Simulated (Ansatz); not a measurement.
**C₃H₁₂ClNOSiTi: small, medium and large basis sets**

Aim: see how fast density functionals converge with the basis set for C₃H₁₂ClNOSiTi.

Method: one geometry, several basis sets; program: Ansatz 0.2.0, Gaussian basis.

Plan: PBE0-D4/def2-SVP; ωB97M-V/def2-SVP; PBE0-D4/def2-QZVPP; ωB97M-V/def2-QZVPP; the functionals' def2-TZVPP values are taken from earlier runs.

**1. The relaxed structure**

All runs share one geometry, relaxed beforehand with PBE0-D4 in a triple-zeta def2 set.

SMILES `C[N](C)[Ti]([CH3])([Cl])[O][SiH3]`, 20 atoms, charge 0, spin multiplicity 1.

Atoms are counted from 1 here; the program's logs count them from 0.

Bond lengths: C1–N2 1.445 Å, C1–H9 1.094 Å, C1–H10 1.098 Å, C1–H11 1.098 Å, N2–C3 1.440 Å, N2–Ti4 1.853 Å, C3–H12 1.098 Å, C3–H13 1.091 Å, C3–H14 1.098 Å, Ti4–C5 2.066 Å, Ti4–Cl6 2.232 Å, Ti4–O7 1.784 Å, C5–H15 1.094 Å, C5–H16 1.094 Å, C5–H17 1.095 Å, O7–Si8 1.640 Å, Si8–H18 1.485 Å, Si8–H19 1.487 Å and more. Angles: N2–C1–H9 111.0°, N2–C1–H10 111.1°, N2–C1–H11 111.0°, H9–C1–H10 107.4°, H9–C1–H11 107.9°, H10–C1–H11 108.4°, C1–N2–C3 114.0°, C1–N2–Ti4 117.2°, C3–N2–Ti4 128.8°, N2–C3–H12 111.0°, N2–C3–H13 110.6°, N2–C3–H14 111.0°, H12–C3–H13 108.3°, H12–C3–H14 107.6°, H13–C3–H14 108.3°, N2–Ti4–C5 103.4°, N2–Ti4–Cl6 112.7°, N2–Ti4–O7 109.4° and more.

Geometry (Å):

```xyz
20

C    -1.0101    0.3737   -2.3078
N    -0.3412   -0.2607   -1.1957
C     0.5372   -1.3365   -1.5761
Ti   -0.6880    0.4115    0.4954
C     0.2257    2.2643    0.4709
Cl   -2.8627    0.7659    0.8540
O     0.1790   -0.5647    1.7105
Si    0.8569   -1.3687    2.9688
H    -1.6736    1.1715   -1.9622
H    -1.6249   -0.3473   -2.8620
H    -0.2849    0.8160   -3.0032
H    -0.0139   -2.1279   -2.1013
H     1.0097   -1.7751   -0.6965
H     1.3279   -0.9785   -2.2489
H     1.3053    2.1551    0.3342
H    -0.1746    2.8820   -0.3388
H     0.0317    2.7637    1.4263
H    -0.2040   -1.9075    3.8567
H     1.6744   -2.4912    2.4379
H     1.7300   -0.4456    3.7379
```

**2. PBE0-D4 in def2-SVP**

The input, in.yaml:

```yaml
crystal:
  periodic: [false, false, false]
  atoms:
    - {symbol: C, position_ang: [-1.010084, 0.373684, -2.307826]}
    - {symbol: N, position_ang: [-0.341238, -0.260739, -1.195672]}
    - {symbol: C, position_ang: [0.537212, -1.336460, -1.576072]}
    - {symbol: Ti, position_ang: [-0.688044, 0.411518, 0.495403]}
    - {symbol: C, position_ang: [0.225724, 2.264263, 0.470915]}
    - {symbol: Cl, position_ang: [-2.862689, 0.765854, 0.853951]}
    - {symbol: O, position_ang: [0.178962, -0.564679, 1.710494]}
    - {symbol: Si, position_ang: [0.856942, -1.368706, 2.968770]}
    - {symbol: H, position_ang: [-1.673570, 1.171549, -1.962226]}
    - {symbol: H, position_ang: [-1.624871, -0.347291, -2.861976]}
    - {symbol: H, position_ang: [-0.284881, 0.816001, -3.003231]}
    - {symbol: H, position_ang: [-0.013856, -2.127864, -2.101292]}
    - {symbol: H, position_ang: [1.009715, -1.775072, -0.696487]}
    - {symbol: H, position_ang: [1.327860, -0.978514, -2.248950]}
    - {symbol: H, position_ang: [1.305293, 2.155117, 0.334248]}
    - {symbol: H, position_ang: [-0.174637, 2.881986, -0.338814]}
    - {symbol: H, position_ang: [0.031745, 2.763665, 1.426253]}
    - {symbol: H, position_ang: [-0.204027, -1.907506, 3.856695]}
    - {symbol: H, position_ang: [1.674413, -2.491217, 2.437903]}
    - {symbol: H, position_ang: [1.730018, -0.445599, 3.737913]}
basis:
  gaussian: {orbitals: def2-SVP}
hamiltonian: {xc: pbe0, dispersion: d4}
output: {orbitals: {seedname: orbitals}}
```

After this run come: ωB97M-V in def2-SVP; PBE0-D4 in def2-QZVPP; ωB97M-V in def2-QZVPP.

Before running them: what should the planned runs give, taken together? Wanted: PBE0-D4: double and triple zeta above quadruple; ωB97M-V: double and triple zeta above quadruple.

**Answer**, as computed:

| quantity | value |
| --- | --- |
| PBE0-D4: double and triple zeta above quadruple | 19.44, 1.49 eV |
| ωB97M-V: double and triple zeta above quadruple | 19.67, 1.40 eV |

PBE0-D4 gains 17.96 eV from double to triple zeta, then 1.49 eV more. These are total energies; as a rule much of such shifts cancels in differences, which this series doesn't test.
